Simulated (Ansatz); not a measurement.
# Ta3F: the cost of one run

Method: DFT LDA, scalar-relativistic, plane waves, PAW, in Ansatz 0.2.0.

7 further runs of the same task are left out: 1 that didn't finish, 6 set aside as unsound or not needed. Runs told in other sessions of the task aren't counted.

### 1 Starting point

It takes space group Cmm2 (No. 35, orthorhombic). The conventional cell has a = 3.253 Å, b = 4.600 Å, c = 21.444 Å, α = 90.00°, β = 90.00°, γ = 90.00°. Ta (site symmetry mm2) is surrounded by 6 Ta at 2.75 to 2.82 Å. Around Ta (site symmetry mm2) lie 8 Ta at 2.75 to 2.82 Å. Around Ta (site symmetry mm2) lie 1 F at 1.71 Å. Around F (site symmetry mm2) lie 1 Ta at 1.71 Å.

Structure file:

```
CELL_PARAMETERS angstrom
2.81705 0.00000 0.00000
-0.93902 2.65594 0.00000
0.00000 0.00000 21.44442
ATOMIC_POSITIONS crystal
Ta 0.50000 0.50000 0.18653
Ta 0.00000 0.00000 0.29016
Ta 0.50000 0.50000 0.39378
F 0.50000 0.50000 0.47352
```

This is the geometry of the first run shown, built on a cell relaxed beforehand with the same method.

### 2 What is varied

Atoms count from 1 in the order of the input.

F is moved along a line over the surface and along the normal, above a rigid substrate.

The axes are (1) position of F4 along the second surface vector, from above Ta3: 6 values from 0.00 to 2.35 Å, periodic; (2) height of F4 above the plane of Ta3: 7 values from 1.35 to 4.03 Å.

Nothing else is relaxed. Points are written as (first, second).

### 3 Point (0.00 Å, 1.71 Å)

The cell repeats along c, and a dipole correction in the vacuum removes the field between the copies.

Contents of input.yaml:

```yaml
crystal:
  lattice:
    - [2.8170508358, 0.0, 0.0]
    - [-0.9390169453, 2.6559409986, 0.0]
    - [0.0, 0.0, 21.4444204446]
  atoms:
    - { symbol: Ta, position: [0.5, 0.5, 0.1865287062] }
    - { symbol: Ta, position: [0.0, 0.0, 0.2901575819] }
    - { symbol: Ta, position: [0.5, 0.5, 0.393781705] }
    - { symbol: F, position: [0.5, 0.5, 0.4735227268], spin: 1.0 }
basis:
  ecutwfc: 420
kpoints:
  mp_grid: { grid: [10, 10, 1] }
hamiltonian:
  xc: lda
  pseudopotentials: { kind: paw, azcp: { folder: soft_1 } }
scf:
  occupations: { method: gaussian, width: 0.1 }
output:
  forces: true
  eigenvalues: true
  populations: true
magnetization:
  spin_polarized: true
efield:
  axis: 3
  dipole_correction: true
  ramp_width: 0.04
```

On the command line:

```console
> ansatz run input.yaml --threads 1 --pin off --max-ram 3072MiB --backend cpu --events-out ev --progress --plain --runs-dir out
```

What time and memory should one allow on 1 thread of Arm Neoverse V1, shared host?

About 46 s, with a peak of 0.46 GiB.
